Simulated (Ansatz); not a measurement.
# BrH₂NSi, SMILES N[Si]Br: the interaction energy of a dimer with the counterpoise correction

Computed with Ansatz 0.2.0, Python API.

The cells in order, each with its output:

```python
import ansatz
```

```python
FIRST = [
    ("N", (-0.7624, 0.3104, -0.2753)),
    ("Si", (-0.3218, -0.6858, 0.9693)),
    ("Br", (1.8403, -0.8424, 0.7207)),
    ("H", (-0.2429, 1.2543, -0.2135)),
    ("H", (-0.5133, -0.0366, -1.2011)),
]
SECOND = [
    ("N", (-1.3062, -3.4057, 0.4698)),
    ("Si", (-1.5953, -4.6056, 1.5708)),
    ("Br", (-1.9342, -6.3508, 0.3057)),
    ("H", (-0.4698, -3.6593, -0.1633)),
    ("H", (-2.0656, -3.2498, -0.1925)),
]

def energy(atoms, ghosts=()):
    molecule = ansatz.Crystal.molecule()
    for symbol, xyz in atoms:
        molecule = molecule.atom(symbol, xyz)
    calc = (
        molecule.calculation()
        .basis(gaussian="def2-SVP")
        .functional("b3lyp")
    )
    deck = calc.input()
    if ghosts:
        deck = deck.set(ansatz.key.basis.gaussian.ghost_atoms, [{"symbol": s, "position_ang": list(xyz)} for s, xyz in ghosts])
    return ansatz.Session.from_dict(deck).plan().execute().report["free_energy_ev"]

# ghost atoms carry the functions of the partner
both = energy(FIRST + SECOND)
alone = energy(FIRST) + energy(SECOND)
ghosted = energy(FIRST, SECOND) + energy(SECOND, FIRST)
print(f"dimer {both:.6f} eV")
print(f"interaction, uncorrected   {23.060548 * (both - alone):8.3f} kcal/mol")
print(f"interaction, counterpoise  {23.060548 * (both - ghosted):8.3f} kcal/mol")
print(f"basis-set superposition    {23.060548 * (alone - ghosted):8.3f} kcal/mol")
```

    dimer -158871.607034 eV
    interaction, uncorrected     -0.564 kcal/mol
    interaction, counterpoise     1.676 kcal/mol
    basis-set superposition       2.240 kcal/mol

Uncorrected it is -0.564 kcal/mol, with the counterpoise correction 1.676 kcal/mol; the difference, 2.240 kcal/mol, is the superposition error. The sign changes with the correction, so this basis doesn't settle it.

Notes:
- Total energies depend on the basis set; only differences at equal settings carry meaning.
- The dimer is a generated trial pose of unrelaxed monomers, not a minimum, so the figure is no binding energy, and the basis set is small.
- b3lyp holds the VWN-RPA fit, as in Gaussian; the form of ORCA and Turbomole is b3lyp5.
- This level lacks the dispersion part of the attraction (electrostatics and induction are there), which can decide the sign where the interaction is weak.
- Hardware and time: 23 s on 1 thread of Arm Neoverse V2, with other jobs on the host, peak memory 0.48 GiB.
